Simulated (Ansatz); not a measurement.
**C5H12ClGaO: small, medium and large basis sets**

The task here is to estimate one member of a computed series from the others.

Program: Ansatz 0.2.0, Gaussian basis. Level of theory: one geometry, several basis sets. These are calculated values, not measurements.

Levels to be run: PBE0-D4/def2-SVP; ωB97M-V/def2-SVP; PBE0-D4/def2-QZVPP; ωB97M-V/def2-QZVPP; the functionals' def2-TZVPP values are taken from earlier runs.

**The relaxed structure**

The geometry comes from an earlier relaxation with PBE0-D4 in a triple-zeta def2 set; it is a stationary point, not always the lowest conformer.

SMILES `C[CH2][Ga]([Cl])[O]C(C)C`, 20 atoms, charge 0, spin multiplicity 1.

Atoms are counted from 1 here; the program's logs count them from 0.

Bond lengths: C1–C2 1.524 Å, C1–H9 1.092 Å, C1–H10 1.092 Å, C1–H11 1.094 Å, C2–Ga3 1.954 Å, C2–H12 1.094 Å, C2–H13 1.094 Å, Ga3–Cl4 2.162 Å, Ga3–O5 1.773 Å, O5–C6 1.415 Å, C6–C7 1.517 Å, C6–C8 1.517 Å, C6–H14 1.098 Å, C7–H15 1.092 Å, C7–H16 1.093 Å, C7–H17 1.094 Å, C8–H18 1.094 Å, C8–H19 1.093 Å and more. Angles: C2–C1–H9 111.8°, C2–C1–H10 111.8°, C2–C1–H11 111.0°, H9–C1–H10 106.9°, H9–C1–H11 107.6°, H10–C1–H11 107.6°, C1–C2–Ga3 114.3°, C1–C2–H12 111.4°, C1–C2–H13 111.5°, Ga3–C2–H12 106.7°, Ga3–C2–H13 106.8°, H12–C2–H13 105.6°, C2–Ga3–Cl4 121.2°, C2–Ga3–O5 119.8°, Cl4–Ga3–O5 119.0°, Ga3–O5–C6 130.2°, O5–C6–C7 111.4°, O5–C6–C8 111.3° and more.

As a file:

```mol
C5H12ClGaO
  3D, bonds by distance, orders not assigned

 20 19  0  0  0  0  0  0  0  0999 V2000
    2.6150   -0.7452   -1.8655 C   0  0
    1.7130    0.4401   -2.1863 C   0  0
    0.2212    0.6731   -0.9453 Ga  0  0
   -1.2364    2.2450   -1.2282 Cl  0  0
    0.0492   -0.4197    0.4396 O   0  0
   -0.9311   -0.4559    1.4588 C   0  0
   -0.9097    0.8117    2.2920 C   0  0
   -2.3070   -0.7485    0.8909 C   0  0
    3.0587   -0.6587   -0.8716 H   0  0
    2.0660   -1.6888   -1.8869 H   0  0
    3.4328   -0.8221   -2.5879 H   0  0
    2.2726    1.3807   -2.1847 H   0  0
    1.2806    0.3562   -3.1881 H   0  0
   -0.6406   -1.2957    2.1043 H   0  0
    0.0964    0.9972    2.6742 H   0  0
   -1.5886    0.7268    3.1444 H   0  0
   -1.2231    1.6727    1.6950 H   0  0
   -2.6487    0.0773    0.2605 H   0  0
   -3.0367   -0.8850    1.6931 H   0  0
   -2.2838   -1.6612    0.2916 H   0  0
  1  2  8  0
  2  3  8  0
  3  4  8  0
  3  5  8  0
  5  6  8  0
  6  7  8  0
  6  8  8  0
  1  9  8  0
  1 10  8  0
  1 11  8  0
  2 12  8  0
  2 13  8  0
  6 14  8  0
  7 15  8  0
  7 16  8  0
  7 17  8  0
  8 18  8  0
  8 19  8  0
  8 20  8  0
M  END
```

Set-up of the first run:

File in.yaml:

```yaml
crystal:
  periodic: [false, false, false]
  atoms:
    - {symbol: C, position_ang: [2.614957, -0.745180, -1.865534]}
    - {symbol: C, position_ang: [1.713011, 0.440133, -2.186302]}
    - {symbol: Ga, position_ang: [0.221238, 0.673124, -0.945329]}
    - {symbol: Cl, position_ang: [-1.236395, 2.245025, -1.228202]}
    - {symbol: O, position_ang: [0.049233, -0.419730, 0.439613]}
    - {symbol: C, position_ang: [-0.931076, -0.455882, 1.458811]}
    - {symbol: C, position_ang: [-0.909737, 0.811668, 2.292023]}
    - {symbol: C, position_ang: [-2.307007, -0.748477, 0.890917]}
    - {symbol: H, position_ang: [3.058683, -0.658697, -0.871597]}
    - {symbol: H, position_ang: [2.065951, -1.688846, -1.886918]}
    - {symbol: H, position_ang: [3.432848, -0.822126, -2.587883]}
    - {symbol: H, position_ang: [2.272620, 1.380731, -2.184665]}
    - {symbol: H, position_ang: [1.280648, 0.356246, -3.188064]}
    - {symbol: H, position_ang: [-0.640554, -1.295694, 2.104303]}
    - {symbol: H, position_ang: [0.096375, 0.997193, 2.674232]}
    - {symbol: H, position_ang: [-1.588581, 0.726757, 3.144425]}
    - {symbol: H, position_ang: [-1.223080, 1.672671, 1.694974]}
    - {symbol: H, position_ang: [-2.648651, 0.077311, 0.260475]}
    - {symbol: H, position_ang: [-3.036694, -0.885018, 1.693110]}
    - {symbol: H, position_ang: [-2.283780, -1.661192, 0.291610]}
basis:
  gaussian: {orbitals: def2-SVP}
hamiltonian: {xc: pbe0, dispersion: d4}
output: {orbitals: {seedname: orbitals}}
```

On the command line:

```console
ansatz run in.yaml --threads 4 --pin off --events-out ev --progress --plain --max-ram 46080MiB --backend cpu
```

Steps of the session up to this table: PBE0-D4 in def2-SVP; ωB97M-V in def2-SVP; PBE0-D4 in def2-QZVPP; ωB97M-V in def2-QZVPP.

One of the session's tables, all rows but one given; the rest of the session is left out.

It belongs to the step «Density functionals: the series». 

| functional | basis | HOMO (eV) |
| --- | --- | --- |
| PBE0-D4 | def2-SVP | -7.78 |
| PBE0-D4 | def2-TZVPP | -7.86 |
| PBE0-D4 | def2-QZVPP | -7.88 |
| ωB97M-V | def2-SVP | ? |
| ωB97M-V | def2-TZVPP | -10.15 |
| ωB97M-V | def2-QZVPP | -10.17 |

Q: Estimate the row for ωB97M-V, def2-SVP from the others.

**Answer.** HOMO (eV): -10.05. In the column «HOMO (eV)» it lies between ωB97M-V, def2-TZVPP (-10.15) and PBE0-D4, def2-QZVPP (-7.88).
